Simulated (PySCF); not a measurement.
# C6H4F2OS: the cost of one run

The runs use PySCF 2.14.0, with density-fitted response routines of our own; the level of theory stands in each step. All values are computed, except where a source is named. Atoms are numbered from 0 throughout.

### Step 1. Starting geometry

14 atoms, charge 0, multiplicity 1; geometry from: GFN2-xTB. The atoms were then displaced at random by about 0.01 Å, so the start is not that level's minimum.

Bonds of the start (Å): C0–C1 1.20, C1–C2 1.44, C2–C3 1.49, C3–C4 1.52, C4–F5 1.33, C4–C6 1.33, C6–F7 1.34, C6–S8 1.85, S8–O9 1.45, S8–C2 1.90, C0–H10 1.03, C2–H11 1.11, C3–H12 1.07, C3–H13 1.12.

### Step 2. Relaxing the molecule at PBE0-D3(BJ)/def2-SVP

What the job is given:

```
{"job": {"xc": "PBE0", "basis": "def2-SVP", "d3": "d3bj", "grid": 1, "shake": 0.01, "kind": "geom"}, "charge": 0, "multiplicity": 1}
C      2.474070     0.469230    -1.187870
C      1.680040     0.125270    -0.351080
C      0.704860    -0.283170     0.629900
C     -0.343530    -1.158050     0.044120
C     -1.374360    -0.224310    -0.559560
F     -2.211790    -0.686010    -1.483850
C     -1.328470     1.026890    -0.102130
F     -2.105170     2.049150    -0.475950
S     -0.133890     1.289420     1.281970
O     -0.835940     0.898370     2.488850
H      3.134260     0.797560    -1.912200
H      1.220920    -0.734050     1.507890
H     -0.016190    -1.829780    -0.723700
H     -0.871950    -1.755600     0.835840
```

Command:

```console
$ OMP_NUM_THREADS=1 python probes_run.py task.json out
```

This one command runs all jobs of the session in turn.

Q: Estimate the wall time of this first job on 1 thread of Intel Xeon 6975P-C, shared host.

About 71 s.
